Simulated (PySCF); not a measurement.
# CH7BN2: the cost of one run

Computed with PySCF 2.14.0, with density-fitted response routines of our own, on a single molecule in the gas phase. Atoms count from 0, in the outputs and in this text.

### Step 1. The starting structure

11 atoms, charge 0, multiplicity 1; geometry from: GFN2-xTB. The atoms were then displaced at random by about 0.01 Å, so the start is not that level's minimum.

Bonds of the start (Å): C0–B1 1.59, B1–N2 1.39, B1–N3 1.41, C0–H4 1.07, C0–H5 1.06, C0–H6 1.11, N2–H7 1.04, N2–H8 1.01, N3–H9 1.03, N3–H10 0.97.

### Step 2. Optimising the geometry at PBE0-D3(BJ)/def2-SVP

Job settings and geometry (Å):

```
{"job": {"xc": "PBE0", "basis": "def2-SVP", "d3": "d3bj", "grid": 1, "shake": 0.01, "kind": "geom"}, "charge": 0, "multiplicity": 1}
C     -1.111200    -0.828850     0.082120
B      0.157280     0.116690    -0.022700
N      1.412370    -0.424820     0.229260
N      0.079160     1.481740    -0.360980
H     -1.339880    -1.083640     1.100600
H     -1.005420    -1.727100    -0.475760
H     -2.012780    -0.316670    -0.308430
H      2.300770     0.112580     0.196770
H      1.573440    -1.379120     0.502290
H     -0.835380     1.921170    -0.538330
H      0.819740     2.102180    -0.420490
```

Launch:

```console
OMP_NUM_THREADS=1 python probes_run.py task.json out
```

This one command runs all jobs of the session in turn.

Q: Estimate the wall time and peak memory of this first job on 1 thread of Arm Neoverse V1, shared host.

About 24 s, with a peak of 0.39 GiB.
